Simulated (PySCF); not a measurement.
# GaBr3 (SMILES [Br][Ga]([Br])[Br]): levels of theory compared

Wanted: a comparison of 6 runs (HF/STO-3G, HF/def2-SVP, TPSS/6-31G, PBE0/def2-SVP, B3LYP/6-31G*, PBE0/def2-TZVP) of GaBr3. 

The calculation is run with PySCF 2.14.0.

## Step 1: Starting point

GaBr3: 4 atoms, total charge 0, spin state singlet. As SMILES, `[Br][Ga]([Br])[Br]`. The coordinates come from a PBE0-D4/def2-TZVP relaxation.

Bond lengths: Br1–Ga2 2.261 Å, Ga2–Br3 2.261 Å, Ga2–Br4 2.261 Å. Angles: Br1–Ga2–Br3 120.0°, Br1–Ga2–Br4 120.0°, Br3–Ga2–Br4 120.0°.

## Step 2: Energy and forces at HF/STO-3G (run 1)

run.py reads:

```python
from pyscf import gto

molecule = gto.M(
    atom='Br -0.066700 0.548600 2.183000; Ga 0.014000 -0.015100 -0.005100; Br 0.887100 -2.005200 -0.628400; Br -0.778800 1.411400 -1.569900',
    basis='sto-3g',
    verbose=4,
    spin=0,
    max_memory=1860,
)

mf = molecule.RHF()
mf.conv_tol = 1e-10
mf.kernel()
if not mf.converged:
    mf = mf.newton().run(mf.mo_coeff, mf.mo_occ)

etot = mf.e_tot
print('E(%s) = %.9f' % ('HF', etot))
grad = mf.nuc_grad_method().kernel()
mf.analyze()
```

Started as:

```
OMP_NUM_THREADS=1 python run.py
```

Log:

```text
PySCF version 2.14.0

[... 80 lines left out ...]
MO #2   energy= -484.472621552809  occ= 2
[... 13 lines left out ...]
MO #16  energy= -57.7476436778104  occ= 2
[... 13 lines left out ...]
MO #30  energy= -6.88717621749816  occ= 2
[... 13 lines left out ...]
MO #44  energy= -2.24972739555617  occ= 2
[... 13 lines left out ...]
MO #58  energy= -0.398683118978284 occ= 2
[... 13 lines left out ...]
MO #72  energy= 0.397878611433206  occ= 0
[... 79 lines left out ...]
Dipole moment(X, Y, Z, Debye):  0.00060, -0.00038, -0.00005
```

Run time: 22 s. Hardware: 1 thread of Intel Xeon at 2.50GHz (Skylake/Cascade Lake), shared host; peak memory 0.15 GiB.

## Step 3: Energy and forces at HF/def2-SVP (run 2)

run.py reads:

```python
from pyscf import gto

mol = gto.Mole()
mol.atom = '''
Br      -0.066700       0.548600       2.183000
Ga       0.014000      -0.015100      -0.005100
Br       0.887100      -2.005200      -0.628400
Br      -0.778800       1.411400      -1.569900
'''
mol.max_memory = 1860
mol.verbose = 3
mol.basis = 'def2-svp'
mol.build()

mf = mol.RHF()
mf.conv_tol = 1e-10
mf.kernel()
if not mf.converged:
    mf = mf.newton().run(mf.mo_coeff, mf.mo_occ)

e_tot = mf.e_tot
print('E(%s) = %.9f' % ('HF', e_tot))
grad = mf.nuc_grad_method().kernel()
dip = mf.dip_moment()
pop, q = mf.mulliken_pop()
```

Started as:

```
OMP_NUM_THREADS=1 python run.py
```

Log:

```text
converged SCF energy = -9639.49443477868
[... 8 lines left out ...]
Dipole moment(X, Y, Z, Debye):  0.00076, -0.00070, -0.00014
[... 133 lines left out ...]
charge of    3Br =     -0.30238
```

Wall time 63 s (1 thread of Intel Xeon at 2.50GHz (Skylake/Cascade Lake), shared host); peak memory 0.38 GiB.

Runs 3 to 4 aren't shown in full; the table further down has their settings and results.

## Step 4: Energy and gradient at B3LYP/6-31G(d) (Cartesian functions) (run 5)

input.py reads:

```python
from pyscf import gto, dft

system = gto.M(
    atom=[
    ('Br', (-0.066700, 0.548600, 2.183000)),
    ('Ga', (0.014000, -0.015100, -0.005100)),
    ('Br', (0.887100, -2.005200, -0.628400)),
    ('Br', (-0.778800, 1.411400, -1.569900)),
],
    cart=True,
    max_memory=1860,
    basis='6-31g*',
    verbose=4,
)

myscf = dft.RKS(system, xc='b3lyp')
myscf.conv_tol = 1e-10
myscf.grids.level = 5
myscf.kernel()
if not myscf.converged:
    myscf = myscf.newton().run(myscf.mo_coeff, myscf.mo_occ)

e_final = myscf.e_tot
print('E(%s) = %.9f' % ('B3LYP', e_final))
grad = myscf.nuc_grad_method().kernel()
dip = myscf.dip_moment()
pop, q = myscf.mulliken_pop()
```

Started as:

```
OMP_NUM_THREADS=1 python input.py
```

Log:

```text
PySCF version 2.14.0

[... 71 lines left out ...]
converged SCF energy = -9646.44627613993
[... 12 lines left out ...]
Dipole moment(X, Y, Z, Debye):  0.00060, -0.00071, -0.00015
[... 145 lines left out ...]
charge of    3Br =     -0.05735
```

Run time: 3.5 min. Hardware: 1 thread of Intel Xeon at 2.50GHz (Skylake/Cascade Lake), shared host; peak memory 1.6 GiB.

## Step 5: Energy and forces at PBE0/def2-TZVP (run 6)

input.py reads:

```python
import pyscf.grad
from pyscf import gto, dft

mol = gto.M(
    atom=[
    ('Br', (-0.066700, 0.548600, 2.183000)),
    ('Ga', (0.014000, -0.015100, -0.005100)),
    ('Br', (0.887100, -2.005200, -0.628400)),
    ('Br', (-0.778800, 1.411400, -1.569900)),
],
    verbose=3,
    basis='def2-tzvp',
    max_memory=1860,
)

mf = dft.RKS(mol)
mf.xc = 'pbe0'
mf.grids.level = 5
mf.conv_tol = 1e-10
mf.kernel()
if not mf.converged:
    mf = mf.newton().run(mf.mo_coeff, mf.mo_occ)

e_tot = mf.e_tot
print('E(%s) = %.9f' % ('PBE0', e_tot))
grad = mf.Gradients().kernel()
dip = mf.dip_moment()
pop, q = mf.mulliken_pop()
```

Started as:

```
OMP_NUM_THREADS=1 python input.py
```

Log:

```text
converged SCF energy = -9646.35493086612
[... 8 lines left out ...]
Dipole moment(X, Y, Z, Debye):  0.00060, -0.00067, -0.00014
[... 197 lines left out ...]
charge of    3Br =     -0.20359
```

It took 6.3 min on 1 thread of Intel Xeon at 2.50GHz (Skylake/Cascade Lake), shared host; peak memory 2.9 GiB.

## Step 6: All runs side by side

```tsv
run	level	integration grid	Cartesian functions	energy (Eh)	dipole moment (D)	HOMO energy (eV)	LUMO energy (eV)	wall time
1	HF/STO-3G	–	no	-9535.085122	0.00	-8.51	3.86	22 s
2	HF/def2-SVP	–	no	-9639.494435	0.00	-11.55	1.29	63 s
3	TPSS/6-31G	5	no	-9645.684729	0.00	-7.66	-3.29	2.8 min
4	PBE0/def2-SVP	5	no	-9645.171120	0.00	-8.59	-2.10	1.7 min
5	B3LYP/6-31G* (Cartesian functions)	5	yes	-9646.446276	0.00	-8.35	-2.60	3.5 min
6	PBE0/def2-TZVP	5	no	-9646.354931	0.00	-8.71	-2.22	6.3 min
```

## Step 7: Outcome

```
                       quantity           value
            run 6: total energy  -9646.35493 Eh
           run 6: dipole moment          0.00 D
             run 6: HOMO energy        -8.71 eV
             run 6: LUMO energy        -2.22 eV
           run 6: HOMO–LUMO gap         6.48 eV
run 6: largest force on an atom      0.026 eV/Å
```

The HOMO–LUMO gap runs from 4.37 eV (TPSS/6-31G) to 12.84 eV (HF/def2-SVP). The two ends differ in method and basis. Totals of different functionals can't be ranked against each other. In run 1 the basis is minimal, so the values are rough. All runs together took 16 min, the longest 6.3 min.
